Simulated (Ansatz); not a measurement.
# SnO2: properties at the relaxed cell

One table from this session's results is given with a row withheld; the runs are named, their logs left out.

Computed with Ansatz 0.2.0 (DFT LDA, scalar-relativistic, plane waves, PAW, unless a step's input says otherwise).

1 further run of the same task is left out (set aside as unsound or not needed).

## The structure to begin with

Symmetry: I4_1/amd, No. 141, tetragonal system. The conventional cell has a = 3.972 Å, b = 3.972 Å, c = 10.180 Å, α = 90.00°, β = 90.00°, γ = 90.00°. Around Sn (site symmetry -4m2) lie 6 O at 2.04 to 2.07 Å. O (site symmetry 2mm) is surrounded by 3 Sn at 2.04 to 2.07 Å.

As a file:

```cif
data_structure
_symmetry_space_group_name_H-M 'I4_1/amd:1'
_symmetry_Int_Tables_number 141
_cell_length_a 3.9722
_cell_length_b 3.9722
_cell_length_c 10.1803
_cell_angle_alpha 90.000
_cell_angle_beta 90.000
_cell_angle_gamma 90.000
_cell_volume 160.63
loop_
_atom_site_label
_atom_site_type_symbol
_atom_site_symmetry_multiplicity
_atom_site_Wyckoff_symbol
_atom_site_fract_x
_atom_site_fract_y
_atom_site_fract_z
_atom_site_occupancy
Sn1 Sn 4 a 0.00000 0.50000 0.25000 1
O1 O 8 e 0.50000 0.50000 0.29700 1
```

It goes back to an entry of the Materials Project, which need not be the stable form.

It is the result of an earlier relaxation at this level (volume 13.39 Å³/atom; gap on the mesh: 1.73 eV).

The first run:

Input file input.yaml:

```yaml
crystal:
  lattice:
    - [-1.9660499174, 1.9660499174, 5.0387484403]
    - [1.9660499174, -1.9660499174, 5.0387484403]
    - [1.9660499174, 1.9660499174, -5.0387484403]
  atoms:
    - { symbol: Sn, position: [0.75, 0.25, 0.5] }
    - { symbol: Sn, position: [0.0, 0.0, 0.0] }
    - { symbol: O, position: [0.7969975833, 0.7969975833, 0.0] }
    - { symbol: O, position: [0.9530024167, 0.4530024167, 0.5] }
    - { symbol: O, position: [0.2030024167, 0.2030024167, 0.0] }
    - { symbol: O, position: [0.5469975833, 0.0469975833, 0.5] }
basis:
  ecutwfc: 420
kpoints:
  mp_grid: { grid: [10, 10, 10] }
hamiltonian:
  xc: lda
scf:
  occupations: { method: gaussian, width: 0.02 }
output:
  forces: true
  stress: true
  eigenvalues: true
relax:
  adjacent_minimum: "off"
  f_tol: 0.01
  max_steps: 30
  cell: { stress_tol: 0.1, fix: [volume] }
```

Launch:

```
ansatz run input.yaml --threads 1 --pin off --max-ram 2560MiB --backend cpu --events-out ev --progress --plain --runs-dir out
```

Among the steps run: The cell scaled to 0.97 of its volume; The cell scaled to 1.03 of its volume; Volume × 0.94; Point at V/V0 = 1.06; Volume × 0.91; Point at V/V0 = 1.10; Point at V/V0 = 0.88.

One table of the session follows, with a row left open; its other results are not shown here.

It belongs to the step «Equation of state». 

```
volume (Å³/atom)  energy above the lowest point (meV/atom)  pressure (GPa)  gap on the mesh (eV)
          11.780                                     117.4           25.16                  2.76
          12.181                                      63.5           17.97                  2.53
          12.583                                      27.0           11.28                  2.27
          12.984                                         ?               ?                     ?
          13.386                                       0.0           -0.01                  1.73
          13.788                                       5.9           -4.55                  1.47
          14.189                                      22.2           -8.40                  1.22
          14.725                                      57.5          -12.56                  0.92
```

Q: Estimate the row for volume (Å³/atom) = 12.984 from the others.

Worked estimate for «energy above the lowest point (meV/atom)». A straight line through the neighbours (12.583, 27.0) and (13.386, 0.0) gives 27.0 + (0.0 − 27.0) × (12.984 − 12.583) / (13.386 − 12.583) = 13.5; a parabola fitted to 4 rows on both sides gives 6.5.

**Answer.** energy above the lowest point (meV/atom): 6.4; pressure (GPa): 5.28; gap on the mesh (eV): 2.00. In «energy above the lowest point (meV/atom)» the line misses by +7.1 and the parabola by +0.1.
